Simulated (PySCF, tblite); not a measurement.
**C₄H₉F₃N₂Si: geometry, infrared bands and NMR shifts**

Wanted: the infrared bands and NMR shifts of C₄H₉F₃N₂Si (`C[C@@H]1N[SiH2]N[C@@H]1C(F)(F)F`), by calculation.

The runs use tblite 0.8.0 and PySCF 2.14.0, with density-fitted response routines of our own; the level of theory stands in each step. All values are computed, except where a source is named. Atoms count from 0, in the outputs and in this text.

### Step 1. The molecule as given

19 atoms, charge 0, multiplicity 1; geometry from: force field or distance geometry start.

Bonds of the start (Å): C0–C1 1.50, C1–N2 1.45, N2–Si3 1.81, Si3–N4 1.81, N4–C5 1.44, C5–C6 1.48, C6–F7 1.39, C6–F8 1.40, C6–F9 1.37, C5–C1 1.49, C0–H10 1.10, C0–H11 1.11, C0–H12 1.10, C1–H13 1.11, N2–H14 1.04, Si3–H15 1.44, Si3–H16 1.46, N4–H17 1.07, C5–H18 1.12.

### Step 2. Geometry optimisation with GFN2-xTB

Job settings and geometry (Å):

```
{"job": {"kind": "relax", "xc": "GFN2-xTB", "basis": "xTB"}, "charge": 0, "multiplicity": 1}
C      1.585300    -1.295500     0.342200
C      0.828600    -0.125100    -0.223700
N      0.967100     1.069100     0.580800
Si    -0.216700     2.138600    -0.271600
N     -1.164000     0.839100    -1.093600
C     -0.616300    -0.365400    -0.513700
C     -1.453500    -0.865600     0.597200
F     -2.742500    -1.006800     0.101300
F     -1.085800    -2.158100     0.996100
F     -1.559400    -0.082800     1.711500
H      1.791700    -1.174200     1.419000
H      2.577800    -1.328600    -0.159400
H      1.065000    -2.252900     0.183000
H      1.303600     0.110400    -1.197200
H      0.713500     0.943300     1.581800
H      0.519600     2.909400    -1.246100
H     -1.034900     2.935700     0.645200
H     -0.856500     0.835200    -2.116900
H     -0.632400    -1.116700    -1.343500
```

Run with:

```bash
$ OMP_NUM_THREADS=1 python probes_run.py task.json out
```

The driver reads the jobs from task.json and runs them one after another.

**Question.** This job is followed by: GFN2-xTB harmonic vibrations, gas phase; GIAO PBE0/pcSseg-1 NMR shielding, non-relativistic, gas phase. Predict these results of the whole session: strongest single infrared mode (GFN2-xTB); zero-point energy (GFN2-xTB); 13C shifts against TMS (PBE0/pcSseg-1); 1H shifts against TMS (PBE0/pcSseg-1, means over atoms taken as alike); 15N shifts against NH3 (PBE0/pcSseg-1); 29Si shifts against TMS (PBE0/pcSseg-1); 19F shifts against CFCl3 (PBE0/pcSseg-1, means over atoms taken as alike).

As calculated:

| quantity | value |
| --- | --- |
| strongest single infrared mode (GFN2-xTB) | 2252 cm⁻¹, 468 km/mol |
| zero-point energy (GFN2-xTB) | 84.8 kcal/mol |
| 13C shifts against TMS (PBE0/pcSseg-1) | 135.8, 63.3, 54.5, 22.1 ppm |
| 1H shifts against TMS (PBE0/pcSseg-1, means over atoms taken as alike) | 5.34, 5.31, 3.98, 3.55, 1.47, 0.72, -0.14 ppm |
| 15N shifts against NH3 (PBE0/pcSseg-1) | 34.8, 25.3 ppm |
| 29Si shifts against TMS (PBE0/pcSseg-1) | -24.6 ppm |
| 19F shifts against CFCl3 (PBE0/pcSseg-1, means over atoms taken as alike) | -88.4 ppm |

The optimisation took 146 steps and gained 1.103 eV; among the close pairs (by a distance rule), N2–Si3 changed most, from 1.809 to 1.716 Å. All 51 modes are real, so the xTB geometry is a minimum. The strongest single mode, at 2252 cm⁻¹, moves mainly H15. Unscaled tight-binding wavenumbers are off by several per cent, some by more. Its intensities can rank the bands wrongly. At PBE0/pcSseg-1: Shielding is most anisotropic at F7, F8, F9 (span 165 ppm, paramagnetic term -215 ppm).
